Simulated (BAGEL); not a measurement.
# AlH2BrF− (SMILES [F][AlH2-][Br]): HF/6-31G(d) (density fitting with qzvpp-jkfit, spherical functions)

What is the vertical ionisation energy of AlH2BrF− at HF/6-31G* (density fitting with qzvpp-jkfit, spherical functions)? 

Program for the calculation: BAGEL 1.2.2.

12 further runs of the same task are left out: 2 for a known fault of the program, 8 that didn't finish, 2 set aside as unsound or not needed. Runs told in other sessions of the task aren't counted.

### 1 The molecule

The species is AlH2BrF− (5 atoms), meant as a singlet with charge -1. SMILES: `[F][AlH2-][Br]`. Geometry: a GFN2-xTB relaxation, a rough one for these elements and not checked as a minimum.

Bond lengths: F1–Al2 1.688 Å, Al2–Br3 2.316 Å, Al2–H4 1.582 Å, Al2–H5 1.583 Å. Angles: F1–Al2–Br3 111.0°, F1–Al2–H4 109.8°, F1–Al2–H5 109.8°, Br3–Al2–H4 106.3°, Br3–Al2–H5 106.2°, H4–Al2–H5 113.6°.

### 2 A single-point energy at HF/6-31G(d) (density fitting with qzvpp-jkfit, spherical functions)

File input.json:

```json
{ "bagel": [

{
  "title": "molecule",
  "basis": "6-31gs.json",
  "df_basis": "qzvpp-jkfit",
  "angstrom": "true",
  "geometry": [
    { "atom": "F", "xyz": [   -1.213430,    0.305530,    1.207960 ] },
    { "atom": "Al", "xyz": [   -0.128150,    0.082510,   -0.066010 ] },
    { "atom": "Br", "xyz": [    1.755180,   -1.067620,    0.637910 ] },
    { "atom": "H", "xyz": [   -0.796400,   -0.806870,   -1.191340 ] },
    { "atom": "H", "xyz": [    0.382800,    1.486460,   -0.588530 ] }
  ]
},
{ "title": "hf", "charge": -1 },
{ "title": "print", "file": "orbitals.molden", "orbitals": "true" }

]}
```

The basis set 6-31G* is read from a file made from the Basis Set Exchange's data (not shown).

The run is started by

```
$ BAGEL_NUM_THREADS=1 BAGEL input.json > input.out
```

What it wrote:

```text
* using 1 threads per process

  ===============================================================
  ===============================================================

  *** Geometry ***

  { "atom" : "F", "xyz" : [     -2.293050,      0.577368,      2.282714 ] },
  { "atom" : "Al", "xyz" : [     -0.242168,      0.155921,     -0.124741 ] },
  { "atom" : "Br", "xyz" : [      3.316810,     -2.017509,      1.205475 ] },
  { "atom" : "H", "xyz" : [     -1.504978,     -1.524763,     -2.251306 ] },
  { "atom" : "H", "xyz" : [      0.723387,      2.809002,     -1.112161 ] },

  Number of auxiliary basis functions:      507

  Since a DF basis is specified, we compute 2- and 3-index integrals:
    o Being stored without compression. Storage requirement is 0.019 GB

  Number of basis functions:       68
  Number of electrons      :       59

    * METHOD: MOLECULE                             0.43

  *** RHF ***

  === Nuclear Repulsion ===
   215.0391481393

      * DIIS with orbital gradients will be used.

  === RHF iteration (6-31gs.json) ===
      0      -2914.64624053          0.01860622           0.11
      1      -2914.74468568          0.01211528           0.10
      2      -2914.79490532          0.00091749           0.10
      3      -2914.79552468          0.00027620           0.10
      4      -2914.79555379          0.00006525           0.10
      5      -2914.79555618          0.00001535           0.10
      6      -2914.79555642          0.00000481           0.10
      7      -2914.79555645          0.00000087           0.11
      8      -2914.79555645          0.00000029           0.10
      9      -2914.79555645          0.00000010           0.10
     10      -2914.79555645          0.00000002           0.10
     11      -2914.79555645          0.00000001           0.10
    * SCF iteration converged.

    * Permanent dipole moment:
           (   -0.964198,     0.602811,    -0.405609) a.u.

    * METHOD: HF                                   1.60

    * METHOD: PRINT                                0.02

  ===============================================================
```

Run time: 2.2 s. Hardware: 1 thread of Arm Neoverse N1, shared host; peak memory 0.11 GiB.

### 3 Doublet neutral AlH2BrF, same level

File job.json:

```json
{ "bagel" : [

{
  "title" : "molecule",
  "basis" : "6-31gs.json",
  "df_basis" : "qzvpp-jkfit",
  "angstrom" : true,
  "geometry" : [
    { "atom" : "F", "xyz" : [   -1.213430,    0.305530,    1.207960 ] },
    { "atom" : "Al", "xyz" : [   -0.128150,    0.082510,   -0.066010 ] },
    { "atom" : "Br", "xyz" : [    1.755180,   -1.067620,    0.637910 ] },
    { "atom" : "H", "xyz" : [   -0.796400,   -0.806870,   -1.191340 ] },
    { "atom" : "H", "xyz" : [    0.382800,    1.486460,   -0.588530 ] }
  ]
},
{
  "title" : "uhf",
  "nopen" : 1
},
{
  "title" : "print",
  "file" : "orbitals.molden",
  "orbitals" : true
}

]}
```

The basis set 6-31G* is read from a file made from the Basis Set Exchange's data (not shown).

The run is started by

```
$ BAGEL_NUM_THREADS=1 BAGEL job.json > job.out
```

What it wrote:

```text
* using 1 threads per process

  ===============================================================
  ===============================================================

  *** Geometry ***

  { "atom" : "F", "xyz" : [     -2.293050,      0.577368,      2.282714 ] },
  { "atom" : "Al", "xyz" : [     -0.242168,      0.155921,     -0.124741 ] },
  { "atom" : "Br", "xyz" : [      3.316810,     -2.017509,      1.205475 ] },
  { "atom" : "H", "xyz" : [     -1.504978,     -1.524763,     -2.251306 ] },
  { "atom" : "H", "xyz" : [      0.723387,      2.809002,     -1.112161 ] },

  Number of auxiliary basis functions:      507

  Since a DF basis is specified, we compute 2- and 3-index integrals:
    o Being stored without compression. Storage requirement is 0.019 GB

  Number of basis functions:       68
  Number of electrons      :       59

    * METHOD: MOLECULE                             0.43

  *** Open-shell HF ***

  === Nuclear Repulsion ===
   215.0391481393

      * DIIS with orbital gradients will be used.

  === UHF iteration (6-31gs.json) ===
      0      -2914.44324884          0.03945478           0.21
      1      -2914.55136991          0.02739232           0.20
      2      -2914.59238334          0.01753433           0.20
      3      -2914.61941552          0.00073385           0.21
      4      -2914.62007384          0.00034013           0.21
      5      -2914.62021620          0.00022003           0.21
      6      -2914.62031944          0.00017937           0.21
      7      -2914.62039492          0.00015159           0.21
      8      -2914.62048784          0.00010565           0.21
      9      -2914.62054581          0.00003347           0.20
     10      -2914.62054779          0.00001394           0.21
     11      -2914.62054827          0.00000593           0.21
     12      -2914.62054834          0.00000412           0.21
     13      -2914.62054837          0.00000365           0.21
     14      -2914.62054839          0.00000340           0.20
     15      -2914.62054842          0.00000313           0.21
     16      -2914.62054847          0.00000240           0.21
     17      -2914.62054851          0.00000147           0.20
     18      -2914.62054853          0.00000084           0.21
     19      -2914.62054854          0.00000048           0.21
     20      -2914.62054854          0.00000032           0.20
     21      -2914.62054854          0.00000025           0.20
     22      -2914.62054854          0.00000017           0.21
     23      -2914.62054854          0.00000010           0.21
     24      -2914.62054854          0.00000007           0.20
     25      -2914.62054854          0.00000006           0.21
     26      -2914.62054854          0.00000005           0.21
     27      -2914.62054854          0.00000005           0.21
     28      -2914.62054854          0.00000004           0.21
     29      -2914.62054854          0.00000002           0.21
     30      -2914.62054854          0.00000001           0.20
     31      -2914.62054854          0.00000001           0.20
    * SCF iteration converged.

    * S^2 (UHF) is 0.8079

    * Permanent dipole moment:
           (    0.237303,    -0.483516,     1.287387) a.u.

    * METHOD: UHF                                  6.93

    * METHOD: PRINT                                0.02

  ===============================================================
```

It took 7.8 s on 1 thread of Arm Neoverse N1, shared host; peak memory 0.11 GiB.

### 4 Outcome

At HF/6-31G* (density fitting with qzvpp-jkfit, spherical functions):

| quantity | value |
| --- | --- |
| singlet AlH2BrF−: total energy | -2914.79556 Eh |
| singlet AlH2BrF−: HOMO energy | -5.48 eV |
| singlet AlH2BrF−: LUMO energy | 8.19 eV |
| singlet AlH2BrF−: HOMO–LUMO gap (to an unbound level, set by the basis) | 13.67 eV |
| doublet neutral AlH2BrF: total energy | -2914.62055 Eh |
| doublet neutral AlH2BrF: dipole moment | 3.55 D |
| doublet neutral AlH2BrF: ⟨S²⟩ | 0.808 |
| vertical detachment energy (to the doublet neutral) | 4.762 eV |

The vertical ionisation energy comes to 4.76 eV (110 kcal/mol). The negative HOMO energy of the first species, 5.48 eV, lies 0.72 eV above that difference.
